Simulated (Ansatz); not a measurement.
# AlBH6OSi: the cost of one run

Program: Ansatz 0.2.0, driven from Python. The levels of theory stand in the script. These are calculated values, not measurements.

## (1) The system

Bond lengths: B1–Al2 2.011 Å, Al2–Si3 2.346 Å, Si3–O4 1.768 Å, B1–H5 1.193 Å, B1–H6 1.255 Å, Al2–H7 1.611 Å, Si3–H8 1.407 Å, Si3–H9 1.534 Å, O4–H10 1.018 Å. Angles: B1–Al2–Si3 118.0°, B1–Al2–H7 121.7°, Si3–Al2–H7 120.2°, Al2–B1–H5 124.0°, Al2–B1–H6 120.1°, H5–B1–H6 115.9°, Al2–Si3–O4 109.9°, Al2–Si3–H8 111.4°, Al2–Si3–H9 107.8°, O4–Si3–H8 111.5°, O4–Si3–H9 106.8°, H8–Si3–H9 109.2°, Si3–O4–H10 97.7°.

No structure file is read: the coordinates are typed or built in the script.

## (2) The script

File methods_albh6osi.py:

```python
"""One geometry of AlBH6OSi, method by method."""

from pathlib import Path

import ansatz
import numpy as np


def main() -> None:
    molecule = (
        ansatz.Crystal.molecule()
        .atom("B", [-1.293, 1.5377, -0.8221])
        .atom("Al", [-0.137, 0.9042, 0.696])
        .atom("Si", [0.6828, -1.2923, 0.6144])
        .atom("O", [1.7293, -1.4911, -0.7963])
        .atom("H", [-1.6027, 0.8587, -1.7526])
        .atom("H", [-1.7665, 2.7001, -0.8109])
        .atom("H", [0.2623, 1.8744, 1.9183])
        .atom("H", [-0.3643, -2.2317, 0.6159])
        .atom("H", [1.5604, -1.513, 1.8533])
        .atom("H", [1.0117, -1.3982, -1.513])
    )

    job = molecule.calculation().basis(gaussian="cc-pVDZ")

    print("functional    E (Ha)        dipole (D)   HOMO (eV)  LUMO (eV)")
    for name in ["lc_wpbe", "pbe", "pbe0", "hf", "revpbe"]:
        data = job.functional(name).forces().orbitals().run(threads=1, backend="cpu", runs_dir="runs").report
        lines = Path(data["orbitals_path"]).read_text().splitlines()
        field_of = lambda key: [line.split("=")[1].strip() for line in lines if line.startswith(key)]
        orbitals = [(27.211386 * float(e), s, float(n)) for e, s, n in zip(field_of("Ene="), field_of("Spin="), field_of("Occup="))]
        homo = max(e for e, _, n in orbitals if n > 0.5)
        lumo = min(e for e, _, n in orbitals if n < 0.5)
        dipole = 4.803205 * np.linalg.norm(data["charge_distribution"]["dipole_moment_e_ang"])
        print(f"{name:10s} {data['free_energy_ev'] / 27.211386246:14.6f} {dipole:9.3f} {homo:11.3f} {lumo:10.3f}")


if __name__ == "__main__":
    main()
```

## (3) The run

Run with:

```sh
$ python methods_albh6osi.py
```

**Question.** How long does this script take on 1 thread of Arm Neoverse V1, shared host, and how much memory does it need?

About 18 s, with a peak of 0.25 GiB.
